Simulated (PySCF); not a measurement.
# C₈H₉BS: vibronic structure

Wanted: vibronic structure for C₈H₉BS (`CC(=S)B1C=CC=CC=C1`).

Computed with PySCF 2.14.0 and routines of our own; the level stands in each step. Atoms count from 0.

### 1 The starting structure

19 atoms, charge 0, multiplicity 1; geometry from: GFN2-xTB.

### 2 Vibronic structure: TDA BHandHLYP/def2-SV(P)

What the job is given:

```
{"job": {"kind": "vib", "xc": "BHandHLYP", "basis": "def2-SV(P)", "tda": true}, "charge": 0, "multiplicity": 1}
C      3.052654    -0.003791     0.590876
C      2.059589    -0.529064    -0.390823
S      2.575822    -1.383100    -1.691516
B      0.524911    -0.231723    -0.245768
C      0.079287     1.220900    -0.116503
C     -1.183667     1.706654     0.043168
C     -2.401506     0.995892     0.142216
C     -2.659953    -0.341025     0.034624
C     -1.788156    -1.427494    -0.204847
C     -0.430836    -1.415821    -0.326598
H      2.811495    -0.374951     1.588092
H      4.069055    -0.293545     0.331312
H      2.986405     1.084235     0.632969
H      0.847327     1.988040    -0.163019
H     -1.299604     2.783771     0.127117
H     -3.269433     1.622711     0.315986
H     -3.703546    -0.620053     0.133587
H     -2.295027    -2.384278    -0.293585
H      0.015379    -2.388109    -0.514752
```

Method: TDA BHandHLYP/def2-SV(P) vertical-gradient vibronic structure (displaced harmonic oscillators, Condon), gas phase.

Command:

```console
$ OMP_NUM_THREADS=1 python excited_run.py task.json out
```

The driver reads the jobs from task.json and runs them one after another.

The log of the run:

```text
final grid: 75184 points
cycle   1  E = -732.6027416550  dE =  1.787e+00  |g| = 4.138e-01  |ddm| = 5.011e+00
cycle   2  E = -732.6215202813  dE = -1.878e-02  |g| = 4.072e-01  |ddm| = 1.229e+00
cycle   3  E = -732.6662766132  dE = -4.476e-02  |g| = 9.376e-02  |ddm| = 6.232e-01
cycle   4  E = -732.6684090334  dE = -2.132e-03  |g| = 4.481e-02  |ddm| = 1.711e-01
cycle   5  E = -732.6689400045  dE = -5.310e-04  |g| = 1.563e-02  |ddm| = 7.421e-02
cycle   6  E = -732.6690137297  dE = -7.373e-05  |g| = 2.164e-03  |ddm| = 2.126e-02
cycle   7  E = -732.6690166904  dE = -2.961e-06  |g| = 1.016e-03  |ddm| = 6.012e-03
cycle   8  E = -732.6690172604  dE = -5.700e-07  |g| = 3.493e-04  |ddm| = 2.699e-03
cycle   9  E = -732.6690173731  dE = -1.127e-07  |g| = 1.442e-04  |ddm| = 1.298e-03
cycle  10  E = -732.6690173861  dE = -1.302e-08  |g| = 6.791e-05  |ddm| = 3.599e-04
cycle  11  E = -732.6690173886  dE = -2.488e-09  |g| = 2.159e-05  |ddm| = 1.441e-04
cycle  12  E = -732.6690173892  dE = -6.369e-10  |g| = 1.136e-05  |ddm| = 9.759e-05
converged SCF energy = -732.6690173892

Singlet excitations (eV, f): 2.325 (0.0050)  3.928 (0.0089)  4.547 (0.0349)  4.676 (0.1970)  5.025 (0.0983)  5.653 (0.0281)

State S1  2.3249 eV  f = 0.00503  H->L 0.76, H->L+2 0.19
  relaxed dipole 1.805 D, largest gradient of the excitation energy 0.0293 Eh/bohr
  mode    cm-1        S   lambda/meV  Raman
   29   1208.9    0.1720      25.8   1.000
    6    196.9    0.8813      21.5   0.136
   19    867.7    0.1206      13.0   0.361
    3     94.1    1.0961      12.8   0.039
    4    121.9    0.4542       6.9   0.027
   39   1463.2    0.0223       4.1   0.190
   17    809.4    0.0275       2.8   0.072
   28   1176.8    0.0173       2.5   0.095
   26   1012.4    0.0198       2.5   0.081
   20    877.6    0.0160       1.7   0.049
   23    957.7    0.0144       1.7   0.053
   14    566.5    0.0234       1.6   0.030
  reorganisation energy 0.1094 eV, total S 3.021, 0-0 2.2155 eV
  absorption maximum 2.261 eV, width 0.196 eV

State S4  4.6756 eV  f = 0.19696  H-1->L 0.79, H-3->L+1 0.12
  relaxed dipole 6.397 D, largest gradient of the excitation energy 0.0443 Eh/bohr
  mode    cm-1        S   lambda/meV  Raman
    6    196.9    2.0284      49.5   0.165
   29   1208.9    0.3252      48.7   1.000
   26   1012.4    0.3150      39.5   0.679
    3     94.1    2.7826      32.5   0.052
   40   1467.1    0.1240      22.6   0.562
   14    566.5    0.2776      19.5   0.187
   22    952.1    0.0921      10.9   0.176
   24    960.7    0.0602       7.2   0.117
   23    957.7    0.0557       6.6   0.107
   31   1253.6    0.0326       5.1   0.108
   42   1603.0    0.0201       4.0   0.109
    9    386.1    0.0827       4.0   0.026
  reorganisation energy 0.2779 eV, total S 6.605, 0-0 4.3977 eV
  absorption maximum 4.624 eV, width 0.406 eV

State S5  5.0245 eV  f = 0.09834  H-1->L+1 0.81, H-3->L 0.12
  relaxed dipole 2.512 D, largest gradient of the excitation energy 0.0616 Eh/bohr
  mode    cm-1        S   lambda/meV  Raman
   40   1467.1    0.9392     170.8   1.000
    4    121.9    2.3918      36.2   0.018
    9    386.1    0.2398      11.5   0.018
    6    196.9    0.3775       9.2   0.007
   38   1459.4    0.0505       9.1   0.053
    5    144.1    0.4762       8.5   0.005
   29   1208.9    0.0516       7.7   0.037
   42   1603.0    0.0383       7.6   0.049
   16    766.9    0.0776       7.4   0.023
   14    566.5    0.0439       3.1   0.007
    8    311.5    0.0781       3.0   0.004
   12    518.1    0.0436       2.8   0.006
  reorganisation energy 0.2918 eV, total S 5.003, 0-0 4.7327 eV
  absorption maximum 4.977 eV, width 0.466 eV

State T1  1.7562 eV  f = 0.00000  H->L 0.77, H->L+2 0.19
  relaxed dipole 1.533 D, largest gradient of the excitation energy 0.0270 Eh/bohr
  mode    cm-1        S   lambda/meV  Raman
    6    196.9    0.9111      22.2   0.166
   29   1208.9    0.1455      21.8   1.000
    3     94.1    1.5935      18.6   0.066
   19    867.7    0.0856       9.2   0.303
   39   1463.2    0.0253       4.6   0.255
   17    809.4    0.0325       3.3   0.100
   26   1012.4    0.0239       3.0   0.115
    4    121.9    0.1875       2.8   0.013
   40   1467.1    0.0112       2.0   0.113
   35   1376.2    0.0096       1.6   0.086
   23    957.7    0.0133       1.6   0.057
   14    566.5    0.0217       1.5   0.033
  reorganisation energy 0.1047 eV, total S 3.207, 0-0 1.6515 eV
  absorption maximum 1.700 eV, width 0.174 eV
```

Run time: 67 s. Hardware: 1 thread of Arm Neoverse V1, shared host; peak memory 0.93 GiB.

The fields below are evaluated on a grid from the run's orbitals.

Frontier orbitals at BHandHLYP/def2-SV(P), with the share of their density that lies nearest to each atom:

| orbital | energy (eV) | lies on |
| --- | --- | --- |
| HOMO | -6.75 | S2 76 % |
| LUMO | -1.11 | S2 23 %; C1 20 %; B3 18 % |

ELF in a plane through or near 12 of the atoms.

Values, 10 rows by 14 columns:
```
0.00 0.00 0.00 0.00 0.00 0.00 0.00 0.00 0.00 0.00 0.00 0.00 0.00 0.00
0.00 0.00 0.00 0.00 0.00 0.00 0.00 0.00 0.15 0.02 0.00 0.00 0.00 0.00
0.00 0.00 0.00 0.00 0.00 0.01 0.27 0.04 1.00 0.86 0.00 0.00 0.00 0.00
0.00 0.00 0.00 0.64 0.98 0.07 0.98 0.56 0.23 0.34 0.98 0.95 0.00 0.00
0.00 0.00 0.59 0.50 0.80 0.05 0.76 0.56 0.47 0.19 0.70 0.11 0.00 0.00
0.00 0.02 0.99 0.96 0.91 0.71 0.59 0.42 0.03 0.53 0.62 0.76 0.01 0.00
0.00 0.00 0.01 0.04 0.48 0.52 0.35 0.72 0.63 0.58 0.42 0.91 0.01 0.00
0.00 0.00 0.00 0.16 0.37 0.09 0.96 0.97 0.33 1.00 0.42 0.00 0.00 0.00
0.00 0.00 0.00 0.00 0.00 0.00 0.34 0.40 0.02 0.86 0.11 0.00 0.00 0.00
0.00 0.00 0.00 0.00 0.00 0.00 0.00 0.00 0.00 0.00 0.00 0.00 0.00 0.00
```
The map spans 13.4 Å across and 10.6 Å up, centred on the molecule. Atoms in the plane (x, y in Å): B3 (-0.5, -0.2), C4 (0.0, 1.2), C5 (1.3, 1.6), C6 (2.4, 0.9), C7 (2.6, -0.5), C8 (1.7, -1.5), C9 (0.4, -1.5), H11 (-4.1, 0.0), H14 (1.4, 2.7), H15 (3.3, 1.5), H17 (2.2, -2.5), H18 (-0.1, -2.4).

On the surface of density 0.002 e/bohr³ the electrostatic potential runs, from the 1st to the 99th percentile, from -1.35 V near S2 to 1.00 V near H15.

### 3 Vibronic structure: TDA BHandHLYP/def2-SV(P)

The job, as its differences from that of step 2:

```diff
@@ -1,2 +1,2 @@
-{"job": {"kind": "vib", "xc": "BHandHLYP", "basis": "def2-SV(P)", "tda": true}, "charge": 0, "multiplicity": 1}
+{"job": {"kind": "vib", "xc": "BHandHLYP", "basis": "def2-SV(P)", "tda": true, "fwhm_ev": 0.15, "nstates": 2, "nbright": 3}, "charge": 0, "multiplicity": 1}
 C      3.052654    -0.003791     0.590876
```

Level: TDA BHandHLYP/def2-SV(P) vertical-gradient vibronic structure (displaced harmonic oscillators, Condon), gas phase.

The log of the run:

```text
final grid: 75184 points
cycle   1  E = -732.6027416550  dE =  1.787e+00  |g| = 4.138e-01  |ddm| = 5.011e+00
cycle   2  E = -732.6215202813  dE = -1.878e-02  |g| = 4.072e-01  |ddm| = 1.229e+00
cycle   3  E = -732.6662766132  dE = -4.476e-02  |g| = 9.376e-02  |ddm| = 6.232e-01
cycle   4  E = -732.6684090334  dE = -2.132e-03  |g| = 4.481e-02  |ddm| = 1.711e-01
cycle   5  E = -732.6689400045  dE = -5.310e-04  |g| = 1.563e-02  |ddm| = 7.421e-02
cycle   6  E = -732.6690137297  dE = -7.373e-05  |g| = 2.164e-03  |ddm| = 2.126e-02
cycle   7  E = -732.6690166904  dE = -2.961e-06  |g| = 1.016e-03  |ddm| = 6.012e-03
cycle   8  E = -732.6690172604  dE = -5.700e-07  |g| = 3.493e-04  |ddm| = 2.699e-03
cycle   9  E = -732.6690173731  dE = -1.127e-07  |g| = 1.442e-04  |ddm| = 1.298e-03
cycle  10  E = -732.6690173861  dE = -1.302e-08  |g| = 6.791e-05  |ddm| = 3.599e-04
cycle  11  E = -732.6690173886  dE = -2.488e-09  |g| = 2.159e-05  |ddm| = 1.441e-04
cycle  12  E = -732.6690173892  dE = -6.369e-10  |g| = 1.136e-05  |ddm| = 9.759e-05
converged SCF energy = -732.6690173892

Singlet excitations (eV, f): 2.325 (0.0050)  3.928 (0.0089)

State S1  2.3249 eV  f = 0.00503  H->L 0.76, H->L+2 0.19
  relaxed dipole 1.805 D, largest gradient of the excitation energy 0.0293 Eh/bohr
  mode    cm-1        S   lambda/meV  Raman
   29   1208.9    0.1721      25.8   1.000
    6    196.9    0.8817      21.5   0.136
   19    867.7    0.1206      13.0   0.361
    3     94.1    1.0963      12.8   0.039
    4    121.9    0.4540       6.9   0.027
   39   1463.2    0.0223       4.1   0.190
   17    809.4    0.0275       2.8   0.072
   28   1176.8    0.0173       2.5   0.095
   26   1012.4    0.0198       2.5   0.081
   20    877.6    0.0160       1.7   0.049
   23    957.7    0.0144       1.7   0.053
   14    566.5    0.0234       1.6   0.030
  reorganisation energy 0.1095 eV, total S 3.021, 0-0 2.2155 eV
  absorption maximum 2.285 eV, width 0.264 eV

State T1  1.7562 eV  f = 0.00000  H->L 0.77, H->L+2 0.19
  relaxed dipole 1.533 D, largest gradient of the excitation energy 0.0270 Eh/bohr
  mode    cm-1        S   lambda/meV  Raman
    6    196.9    0.9113      22.2   0.166
   29   1208.9    0.1455      21.8   1.000
    3     94.1    1.5938      18.6   0.066
   19    867.7    0.0857       9.2   0.303
   39   1463.2    0.0253       4.6   0.255
   17    809.4    0.0325       3.3   0.100
   26   1012.4    0.0239       3.0   0.115
    4    121.9    0.1876       2.8   0.013
   40   1467.1    0.0112       2.0   0.113
   35   1376.2    0.0096       1.6   0.086
   23    957.7    0.0133       1.6   0.057
   14    566.5    0.0217       1.5   0.033
  reorganisation energy 0.1047 eV, total S 3.208, 0-0 1.6515 eV
  absorption maximum 1.722 eV, width 0.254 eV
```

Wall time 39 s (1 thread of Arm Neoverse V1, shared host); peak memory 0.94 GiB.

### 4 Results

| quantity | value |
| --- | --- |
| S1: vertical, reorganisation, 0-0, total S (step 2, TDA BHandHLYP/def2-SV(P), modes from GFN2-xTB) | 2.32, 0.11, 2.22 eV; 3.0 |
| S4: vertical, reorganisation, 0-0, total S (step 2, TDA BHandHLYP/def2-SV(P), modes from GFN2-xTB) | 4.68, 0.28, 4.40 eV; 6.6 |
| S5: vertical, reorganisation, 0-0, total S (step 2, TDA BHandHLYP/def2-SV(P), modes from GFN2-xTB) | 5.02, 0.29, 4.73 eV; 5.0 |
| potential on the surface of density 0.002 e/bohr³, 1st and 99th percentile | -1.35 V and 1.00 V |
| S1: vertical, reorganisation, 0-0, total S (step 3, TDA BHandHLYP/def2-SV(P), modes from GFN2-xTB) | 2.32, 0.11, 2.22 eV; 3.0 |
| T1: vertical, reorganisation, 0-0, total S (step 3, TDA BHandHLYP/def2-SV(P), modes from GFN2-xTB) | 1.76, 0.10, 1.65 eV; 3.2 |

What this shows: The vibronic model keeps the ground-state modes (from xTB) and shifts them along the gradient alone, so it can miss much of the relaxation that a full optimisation finds. By nearest atom (BHandHLYP/def2-SV(P)), the HOMO sits on S2 76 % and the LUMO on S2 23 %; C1 20 %.
